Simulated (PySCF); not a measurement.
**How the numerical set-up moves the result for Cd**

The method stays; parts of the set-up, such as the basis or the Hamiltonian, are changed.

The runs use PySCF 2.14.0; method and basis as typed in the scripts.

2 further runs of the same task are left out: 2 for a known fault of the program.

**1. The atom**

Cd: 1 atom, charge 0, spin multiplicity 1.

**2. Base script**

input.py reads:

```python
from pyscf import gto, scf

mol = gto.M(
    atom='Cd 0 0 0',
    basis='x2c-svpall',
    charge=0,
    spin=0,
    symmetry=True,
    verbose=3,
)
mf = scf.RHF(mol)
mf = mf.sfx2c1e()
mf.kernel()
mf.analyze()
print('orbital energies (hartree):', mf.mo_energy[..., max(0, mol.nelec[1]-3):mol.nelec[0]+3].round(4))
```

Launch:

```sh
> OMP_NUM_THREADS=1 python input.py
```

Its log is not repeated here.

In short: E(SCF) = -5590.873629 Eh.

**3. Def2-tzvp (core potential on, X2C off)**

Run 1 changes basis set: x2c-svpall → def2-tzvp; core potential: off → on; spin-free X2C: on → off. The core potential changes with it: totals don't compare.

input.py reads:

```python
from pyscf import gto, scf

mol = gto.M(
    atom='Cd 0 0 0',
    basis='def2-tzvp',
    ecp={'Cd': 'def2-tzvp'},
    charge=0,
    spin=0,
    symmetry=True,
    verbose=3,
)
mf = scf.RHF(mol)
mf.kernel()
mf.mulliken_pop()
mf.dip_moment()
print('orbital energies (hartree):', mf.mo_energy[..., max(0, mol.nelec[1]-3):mol.nelec[0]+3].round(4))
```

Launch:

```sh
> OMP_NUM_THREADS=1 python input.py
```

**4. Spin-free X2C off**

Run 2 changes spin-free X2C: on → off.

input.py, as its differences from that of step 2:

```diff
@@ -11,3 +11,2 @@
 mf = scf.RHF(mol)
-mf = mf.sfx2c1e()
 mf.kernel()
```

**5. Density fitting auto**

Run 3 changes density fitting: none → auto.

input.py, as its differences from that of step 2:

```diff
@@ -12,2 +12,3 @@
 mf = mf.sfx2c1e()
+mf = mf.density_fit()
 mf.kernel()
```

**Question.** What will these runs give? Wanted: for each run, E(SCF); from base; gap.

As calculated:

```csv
run,E(SCF) (hartree),from base (eV),gap (eV),functions
base,-5590.873629,0,8.94,56
"def2-tzvp (core potential on, X2C off)",-166.883923,not comparable,n/a,40
spin-free X2C off (poor choice),-5361.117395,not comparable,7.45,56
density fitting auto,-5590.873628,0.0000,8.94,56
```

What this shows: With density fitting auto the SCF ends at the base energy. Rows marked «poor choice» come from settings spoiled on purpose.
